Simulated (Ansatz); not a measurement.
# C₆H₁₈ClHfN₃: up Jacob's ladder to CCSD(T)

An exercise on one series of results from a longer session: the logs are not shown, and one member is left open.

The runs use Ansatz 0.2.0, Gaussian basis; functionals in def2-TZVPP, the program's frozen cores in correlated methods.

The runs, in order: LDA (SPW92), PBE-D4, revPBE-D4, BLYP-D4, r2SCAN-D4, B97M-V, PBE0-D4, B3LYP-D4, r2SCANh-D4, r2SCAN0-D4, HSE06-D4, BHLYP-D4, CAM-B3LYP-D4, LC-ωPBE, ωB97X-V, ωB97M-V, B2PLYP, PBE-QIDH; CCSD(T)/def2-SVP; CCSD(T)/def2-TZVPP; MP2/def2-QZVPP; extrapolation to the limit; RPA on PBE.

### Structure used throughout

All runs share one geometry, relaxed beforehand with PBE0-D4 in a triple-zeta def2 set. Hf takes the def2 core potential; no spin-orbit term is included.

SMILES `C[N](C)[Hf]([Cl])([N](C)C)[N](C)C`, 29 atoms, charge 0, spin multiplicity 1.

Atoms are counted from 1 here; the program's logs count them from 0.

Bond lengths: C1–N2 1.448 Å, C1–H12 1.100 Å, C1–H13 1.098 Å, C1–H14 1.099 Å, N2–C3 1.442 Å, N2–Hf4 2.033 Å, C3–H15 1.092 Å, C3–H16 1.100 Å, C3–H17 1.100 Å, Hf4–Cl5 2.403 Å, Hf4–N6 2.033 Å, Hf4–N9 2.033 Å, N6–C7 1.448 Å, N6–C8 1.442 Å, C7–H18 1.098 Å, C7–H19 1.100 Å, C7–H20 1.099 Å, C8–H21 1.100 Å and more. Angles: N2–C1–H12 111.7°, N2–C1–H13 111.1°, N2–C1–H14 111.8°, H12–C1–H13 107.2°, H12–C1–H14 107.8°, H13–C1–H14 106.9°, C1–N2–C3 112.2°, C1–N2–Hf4 117.2°, C3–N2–Hf4 130.6°, N2–C3–H15 110.6°, N2–C3–H16 111.7°, N2–C3–H17 111.5°, H15–C3–H16 108.1°, H15–C3–H17 107.7°, H16–C3–H17 107.2°, N2–Hf4–Cl5 111.3°, N2–Hf4–N6 107.6°, N2–Hf4–N9 107.6° and more.

The first run:

File in.yaml:

```yaml
crystal:
  periodic: [false, false, false]
  atoms:
    - {symbol: C, position_ang: [-1.706328, -2.478250, 0.313154]}
    - {symbol: N, position_ang: [-1.476877, -1.065193, 0.528041]}
    - {symbol: C, position_ang: [-2.234006, -0.554224, 1.643470]}
    - {symbol: Hf, position_ang: [-0.240296, -0.116482, -0.776813]}
    - {symbol: Cl, position_ang: [-0.942791, -0.456057, -3.049496]}
    - {symbol: N, position_ang: [-0.234699, 1.857631, -0.292150]}
    - {symbol: C, position_ang: [-1.457358, 2.597996, -0.521288]}
    - {symbol: C, position_ang: [0.823223, 2.696671, 0.213132]}
    - {symbol: N, position_ang: [1.638684, -0.828621, -0.470368]}
    - {symbol: C, position_ang: [2.133481, -1.798224, 0.474771]}
    - {symbol: C, position_ang: [2.678079, -0.349536, -1.356780]}
    - {symbol: H, position_ang: [-1.403101, -3.076372, 1.184764]}
    - {symbol: H, position_ang: [-1.134023, -2.845755, -0.548247]}
    - {symbol: H, position_ang: [-2.764597, -2.694268, 0.110111]}
    - {symbol: H, position_ang: [-2.044990, 0.512670, 1.779382]}
    - {symbol: H, position_ang: [-3.315464, -0.693154, 1.497994]}
    - {symbol: H, position_ang: [-1.964598, -1.064080, 2.580049]}
    - {symbol: H, position_ang: [-2.245960, 1.946546, -0.919165]}
    - {symbol: H, position_ang: [-1.841761, 3.045014, 0.407050]}
    - {symbol: H, position_ang: [-1.314048, 3.408629, -1.249414]}
    - {symbol: H, position_ang: [0.547678, 3.157292, 1.173128]}
    - {symbol: H, position_ang: [1.060360, 3.514728, -0.482971]}
    - {symbol: H, position_ang: [1.732660, 2.113680, 0.372892]}
    - {symbol: H, position_ang: [2.921584, -1.372336, 1.112817]}
    - {symbol: H, position_ang: [2.563866, -2.675123, -0.030821]}
    - {symbol: H, position_ang: [1.328664, -2.144324, 1.126573]}
    - {symbol: H, position_ang: [3.485412, 0.151297, -0.802996]}
    - {symbol: H, position_ang: [2.279987, 0.375938, -2.077738]}
    - {symbol: H, position_ang: [3.127231, -1.166103, -1.939081]}
basis:
  gaussian: {orbitals: def2-TZVPP}
hamiltonian: {xc: lda}
output: {orbitals: {seedname: orbitals}}
```

Command:

```console
$ ansatz run in.yaml --threads 11 --pin off --events-out ev --progress --plain --max-ram 174080MiB --backend cuda --devices 0, --max-vram 75GiB
```

Steps of the session up to this table: LDA; PBE-D4 (GGA); revPBE-D4 (GGA); BLYP-D4 (GGA); r2SCAN-D4 (meta-GGA); B97M-V (meta-GGA); B3LYP-D4 (hybrid); r2SCANh-D4 (hybrid); r2SCAN0-D4 (hybrid); HSE06-D4 (hybrid); BHLYP-D4 (hybrid); CAM-B3LYP-D4 (range-separated); LC-ωPBE (range-separated); ωB97X-V (range-separated); ωB97M-V (range-separated); B2PLYP (double hybrid); PBE-QIDH (double hybrid).

One of the session's tables, all rows but one given; the rest of the session is left out.

It belongs to the step «Frontier levels by functional». 

```
  functional  HOMO (eV)  gap (eV)
 LDA (SPW92)      -5.23      4.30
      PBE-D4      -5.10      4.41
   revPBE-D4      -5.04      4.45
     BLYP-D4      -4.99      4.43
   r2SCAN-D4      -5.33      4.88
      B97M-V      -5.48      4.95
     PBE0-D4      -6.35      6.55
    B3LYP-D4      -6.15      6.12
  r2SCANh-D4      -5.80      5.67
  r2SCAN0-D4      -6.51      6.87
    HSE06-D4      -5.95      5.77
    BHLYP-D4      -7.55      8.39
CAM-B3LYP-D4      -7.71      8.71
     LC-ωPBE      -9.04     11.21
     ωB97X-V      -8.73     10.64
     ωB97M-V          ?         ?
```

Estimate the missing values for ωB97M-V.

The run gave: HOMO (eV): -8.65; gap (eV): 10.12. In the column «HOMO (eV)» it lies between ωB97X-V (-8.73) and CAM-B3LYP-D4 (-7.71).
